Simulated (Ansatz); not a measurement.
Cu, space group P2/m: cell relaxations under several functionals, run with the Ansatz DFT code, driven from Python.

`lattice_cu.py`:
```python
# -*- coding: utf-8 -*-
"""Relaxed cell of Cu under several functionals."""

import ansatz as az
import numpy as np

def edges_and_angles(cell):
    cell = np.asarray(cell)
    a, b, c = np.linalg.norm(cell, axis=1)
    cosines = cell[1] @ cell[2] / (b * c), cell[0] @ cell[2] / (a * c), cell[0] @ cell[1] / (a * b)
    return (a, b, c, *np.degrees(np.arccos(cosines)))

lattice = az.Lattice.of(
    (11.57025, 0.0, 0.0),
    (0.0, 2.23821, 0.0),
    (-4.59562, 0.0, 21.74339),
)
sites = [
    ("Cu", (0.5, 0.5, 0.5)),
]
xtal = az.Crystal(lattice=lattice)
for symbol, position in sites:
    xtal = xtal.atom(symbol, position)

base = (
    xtal.calculation()
    .basis(24 * az.Ha)
    .accuracy("low")
    .kpoints(mesh=(2, 8, 1), center="monkhorst-pack")
    .occupations("cold", width=0.1)
    .mixing("msr1", ndim=4, beta=0.4)
    .scf(lower_state_search="off")
    .relax(cell=True, max_steps=40)
)

levels = [("blyp", "d3bj"), ("lda", "none"), ("pbesol", "d3bj")]
print("level            a       b       c    alpha   beta  gamma  V/atom  steps")
for name, dispersion in levels:
    seen = []
    run = base.functional(name, dispersion=dispersion).session().plan()
    done = run.execute(on_event=lambda e: seen.append(e) if e["event"] == "relax_step" else None)
    cell = done.lattice.cell_ang
    label = name if dispersion == "none" else f"{name}+{dispersion}"
    print("{:13s} {:7.4f} {:7.4f} {:7.4f} {:6.2f} {:6.2f} {:6.2f}".format(label, *edges_and_angles(cell)), f"{abs(np.linalg.det(cell)) / len(done.lattice.sites):7.3f} {len(seen):5d}")
```

Rank the levels of theory by the volume of the relaxed cell.

From smallest to largest: LDA (556.60 Å³ an atom, -1.2 % against the start), PBEsol+D3BJ (566.76 Å³ an atom, +0.7 % against the start) and BLYP+D3BJ (581.18 Å³ an atom, +3.2 % against the start). The spread is 4.4 % in volume.

What the script printed:

```console
$ python lattice_cu.py
level            a       b       c    alpha   beta  gamma  V/atom  steps
RunWarning: the Fermi level jumped to and fro: from -4.495247 eV (rising_crossing) to -4.184295 eV (stationary_minimum) at iteration 6, and from -4.493312 eV (rising_crossing) to -4.183184 eV (stationary_minimum) at iteration 11. From the next iteration the Fermi level is placed where the electron count rises through its target (of several such places, the one nearest where a bisection of the gaussian count of this width ends), and the mixing history is cleared. The computed levels leave a gap [...]
blyp+d3bj     11.5688  2.3104 22.2235  90.00 101.93  90.00 581.177     8
lda           11.5703  2.2124 22.2238  90.00 101.93  90.00 556.601     4
pbesol+d3bj   11.5683  2.2532 22.2233  90.00 101.93  90.00 566.762     4
```
(Warnings from the package without file and line, shortened, repeats left out.)

Notes:
- These settings explore the input space; cutoff and mesh may be short of convergence.
- The cell holds an odd number of electrons and is run without spin, so a magnetic state may lie lower.
- The cell holds layers, chains or clusters in vacuum, no bulk phase.
- BLYP and dispersion corrections can be off by several per cent in the lattices of metals, and by several GPa in the pressure at a fixed cell.
- The mesh is modest for a metal, so energies can be off by several to tens of meV an atom and pressures by half a GPa or more; differences at equal mesh fare better.
- This isn't the structure that Cu takes at ambient conditions.
- The whole script took 2.3 min on 1 thread of Intel(R) Xeon(R) Processor @ 2.30GHz (shared host), peak memory 0.93 GiB.
